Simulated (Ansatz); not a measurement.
# AlGeH4 radical: functionals against CCSD(T) at one geometry

How do the functionals fare away from a minimum? The structure is a structure displaced at random from a GFN2-xTB minimum.

Method: single points in def2-TZVPP; program: Ansatz 0.2.0, Gaussian basis.

Correlated methods freeze the cores. Filled d shells of the heavier atoms are correlated. Orbitals are unrestricted.

## (1) The system as given

SMILES `[AlH2][GeH2]`, 6 atoms, charge 0, spin multiplicity 2.

Atoms are counted from 1 here; the program's logs count them from 0.

Bond lengths: Al1–Ge2 2.550 Å, Al1–H3 1.620 Å, Al1–H4 1.683 Å, Al1–H5 1.774 Å, Al1–H6 1.777 Å, Ge2–H5 1.851 Å, Ge2–H6 1.936 Å. Angles: Ge2–Al1–H3 142.9°, Ge2–Al1–H4 101.3°, Ge2–Al1–H5 46.5°, Ge2–Al1–H6 49.3°, H3–Al1–H4 115.8°, H3–Al1–H5 111.8°, H3–Al1–H6 106.6°, H4–Al1–H5 116.8°, H4–Al1–H6 118.7°, H5–Al1–H6 82.5°, Al1–Ge2–H5 44.1°, Al1–Ge2–H6 44.1°, H5–Ge2–H6 76.3°, Al1–H5–Ge2 89.4°, Al1–H6–Ge2 86.6°.

As a file:

```xyz
6

Al   -0.0292   -0.5458    0.0206
Ge   -0.3445    1.9727   -0.2248
H     0.9559   -1.6699    0.6463
H    -1.4192   -1.1267   -0.7302
H     0.8729    0.7190   -0.8358
H    -0.1914    0.7275    1.2496
```

## (2) CCSD(T)/def2-TZVPP

run/in.yaml

```yaml
crystal:
  periodic: [false, false, false]
  atoms:
    - {symbol: Al, position_ang: [-0.029200, -0.545800, 0.020600]}
    - {symbol: Ge, position_ang: [-0.344500, 1.972700, -0.224800]}
    - {symbol: H, position_ang: [0.955900, -1.669900, 0.646300]}
    - {symbol: H, position_ang: [-1.419200, -1.126700, -0.730200]}
    - {symbol: H, position_ang: [0.872900, 0.719000, -0.835800]}
    - {symbol: H, position_ang: [-0.191400, 0.727500, 1.249600]}
basis:
  gaussian: {orbitals: def2-TZVPP}
magnetization: {spin_polarized: true, initial_magnetization: 1}
correlation: {method: ccsd_t}
scf: {omitted_lower_state_checks: [cluster_reference]}
output: {forces: true}
```

No record of the launch command was kept for these runs.

## (3) PBE0-D4/def2-TZVPP

run/in.yaml: that of step 2 with these lines changed.

```diff
@@ -12,4 +12,3 @@
 magnetization: {spin_polarized: true, initial_magnetization: 1}
-correlation: {method: ccsd_t}
-scf: {omitted_lower_state_checks: [cluster_reference]}
-output: {forces: true}
+hamiltonian: {xc: pbe0, dispersion: d4}
+output: {forces: true, orbitals: {seedname: orbitals}}
```

## (4) wB97M-V/def2-TZVPP

run/in.yaml: that of step 3 with these lines changed.

```diff
@@ -12,3 +12,3 @@
 magnetization: {spin_polarized: true, initial_magnetization: 1}
-hamiltonian: {xc: pbe0, dispersion: d4}
-output: {forces: true, orbitals: {seedname: orbitals}}
+hamiltonian: {xc: {name: wB97M-V}}
+output: {forces: true}
```

## (5) r2SCAN-D4/def2-TZVPP

run/in.yaml: that of step 4 with these lines changed.

```diff
@@ -12,3 +12,3 @@
 magnetization: {spin_polarized: true, initial_magnetization: 1}
-hamiltonian: {xc: {name: wB97M-V}}
+hamiltonian: {xc: r2scan, dispersion: d4}
 output: {forces: true}
```

## (6) PBE-D4/def2-TZVPP

run/in.yaml: that of step 5 with these lines changed.

```diff
@@ -12,3 +12,3 @@
 magnetization: {spin_polarized: true, initial_magnetization: 1}
-hamiltonian: {xc: r2scan, dispersion: d4}
+hamiltonian: {xc: pbe, dispersion: d4}
 output: {forces: true}
```

## (7) LC-wPBE/def2-TZVPP

run/in.yaml: that of step 6 with these lines changed.

```diff
@@ -12,3 +12,3 @@
 magnetization: {spin_polarized: true, initial_magnetization: 1}
-hamiltonian: {xc: pbe, dispersion: d4}
+hamiltonian: {xc: {name: LC-wPBE}}
 output: {forces: true}
```

## (8) BHLYP-D4/def2-TZVPP

run/in.yaml: that of step 7 with these lines changed.

```diff
@@ -12,3 +12,3 @@
 magnetization: {spin_polarized: true, initial_magnetization: 1}
-hamiltonian: {xc: {name: LC-wPBE}}
+hamiltonian: {xc: {name: BHLYP}, dispersion: d4}
 output: {forces: true}
```

(Steps that only read results are left out.)

Before running it: what results should come out? Wanted: energy less free atoms, CCSD(T)/def2-TZVPP; RMS force component; RMS force error; HOMO and LUMO, PBE0-D4; T1 diagnostic.

The runs gave:

| quantity | value |
| --- | --- |
| energy less free atoms, CCSD(T)/def2-TZVPP | -13.315 eV |
| RMS force component | 0.492 to 0.638 eV/Å over the methods |
| RMS force error | PBE0-D4 0.064, wB97M-V 0.048, r2SCAN-D4 0.084, PBE-D4 0.137, LC-wPBE 0.072, BHLYP-D4 0.076 eV/Å |
| HOMO and LUMO, PBE0-D4 | -5.80 and -2.70 eV |
| T1 diagnostic | 0.015 |

**Reading.** Against CCSD(T) the functionals' energies less atoms differ by -0.470 to +0.053 eV, PBE-D4 by -0.172 eV. CCSD(T) in triple zeta still lacks some correlation energy of the bonds, so part of these gaps is its own basis error and they don't rank the functionals. The forces of wB97M-V come nearest to CCSD(T), those of PBE-D4 are farthest. Frozen-core CCSD(T) forces in triple zeta carry basis errors of their own, and this is one geometry, so small gaps rank nothing.
